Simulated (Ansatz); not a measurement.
# ErAlS2: the cost of one run

Program: Ansatz 0.2.0. Level of theory: DFT PBE, scalar-relativistic, plane waves, PAW; 4f electrons in the core of a trivalent norm-conserving potential. These are calculated values, not measurements.

## (1) The starting structure

The structure is tetragonal, space group P4/mmm (No. 123). Conventional cell: a = 3.863 Å, b = 3.863 Å, c = 5.593 Å, α = 90.00°, β = 90.00°, γ = 90.00°. Around Er (site symmetry 4/mmm) lie 4 S at 2.73 Å and 2 Al at 2.80 Å. Al (site symmetry 4/mmm) has 4 S at 2.73 Å and 2 Er at 2.80 Å in its first shell of neighbours. S (site symmetry 4/mmm) has 4 Al at 2.73 Å and 2 S at 2.80 Å in its first shell of neighbours. Around S (site symmetry 4/mmm) lie 4 Er at 2.73 Å and 2 S at 2.80 Å.

As a file:

```cif
data_structure
_symmetry_space_group_name_H-M 'P4/mmm'
_symmetry_Int_Tables_number 123
_cell_length_a 3.8633
_cell_length_b 3.8633
_cell_length_c 5.5933
_cell_angle_alpha 90.000
_cell_angle_beta 90.000
_cell_angle_gamma 90.000
_cell_volume 83.48
loop_
_atom_site_label
_atom_site_type_symbol
_atom_site_symmetry_multiplicity
_atom_site_Wyckoff_symbol
_atom_site_fract_x
_atom_site_fract_y
_atom_site_fract_z
_atom_site_occupancy
Er1 Er 1 b 0.00000 0.00000 0.50000 1
Al1 Al 1 a 0.00000 0.00000 0.00000 1
S1 S 1 c 0.50000 0.50000 0.00000 1
S2 S 1 d 0.50000 0.50000 0.50000 1
```

Recipe of the guess: random cell by space group and Wyckoff sites (P4/mmm, No. 123). Lengths come from tabulated atomic sizes and are only a guess.

## (2) The guess as it stands, on a coarse mesh

File input.yaml:

```yaml
crystal:
  lattice:
    - [3.86328701, 0.0, 0.0]
    - [0.0, 3.86328701, 0.0]
    - [0.0, 0.0, 5.59334906]
  atoms:
    - { symbol: Er, position: [0.0, 0.0, 0.5] }
    - { symbol: Al, position: [0.0, 0.0, 0.0] }
    - { symbol: S, position: [0.5, 0.5, 0.0] }
    - { symbol: S, position: [0.5, 0.5, 0.5] }
basis:
  ecutwfc: 770
kpoints:
  mp_grid: { grid: [4, 4, 4] }
hamiltonian:
  xc: pbe
  pseudopotentials:
    kind: paw
    azcp: { Er: "pseudopotentials/pbe/nc/lanthanide_3plus/Er.nc.azcp" }
scf:
  occupations: { method: gaussian, width: 0.1 }
  lower_state_search: "off"
output:
  forces: true
  stress: true
  eigenvalues: true
```

Command:

```
ansatz run input.yaml --threads 1 --pin off --max-ram 2560MiB --backend cpu --events-out ev --progress --plain --runs-dir out
```

Q: Estimate wall time and peak memory on 1 thread of Intel Xeon at 2.50GHz (Skylake/Cascade Lake), shared host.

About 9.1 s, with a peak of 0.4 GiB.
